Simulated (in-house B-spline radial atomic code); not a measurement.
**He⁺: ionisation energy by several methods**

An exercise on one series of results from a longer session: the logs are not shown, and one member is left open.

The numbers are computed with in-house B-spline radial atomic code version 1 (scalar-relativistic (X2C), several functionals, spin-polarised; spherical all-electron atom at the radial basis limit), except any that are marked as measured or tabulated.

**What is computed**

```
element       : helium (Z = 2)
charge        : +1
electrons     : 1
configuration : 1s1
nucleus       : Gaussian, rms radius 1.675 fm
```

Where spins are not typed, each open shell is filled with up spins first.

Set-up of the first run:

The run's settings:

```ini
Z = 2
electrons = 1.0
configuration = 1s1
hamiltonian = x2c
method = scan,scan
spin_polarised = True
nucleus = gauss
rms_radius = 1.6755
mass_number = 4
atomic_mass = 4.00260325413
speed_of_light = 137.035999084
```

Steps of the session up to this table: SCAN, a meta-GGA; r2SCAN, a meta-GGA; PBE, a GGA; r2SCAN0, a global hybrid; LC-ωPBE, a range-separated hybrid; exchange-only LDA; PBE0, a global hybrid; M06-2X, a global hybrid; LDA (PW92).

One of the session's tables, all rows but one given; the rest of the session is left out.

| method | ΔSCF (eV) |
| --- | --- |
| exchange-only LDA | ? |
| LDA (PW92) | 52.841 |
| PBE | 54.256 |
| SCAN | 54.430 |
| r2SCAN | 54.430 |
| r2SCAN0 | 54.428 |
| PBE0 | 54.337 |
| M06-2X | 54.347 |
| LC-ωPBE | 54.410 |

Q: Estimate the row for exchange-only LDA from the others.

As computed: ΔSCF (eV): 52.047. In the column «ΔSCF (eV)» it is the lowest.

To keep in mind: Meta-GGA runs start from a PBE run whose iterations are not counted.
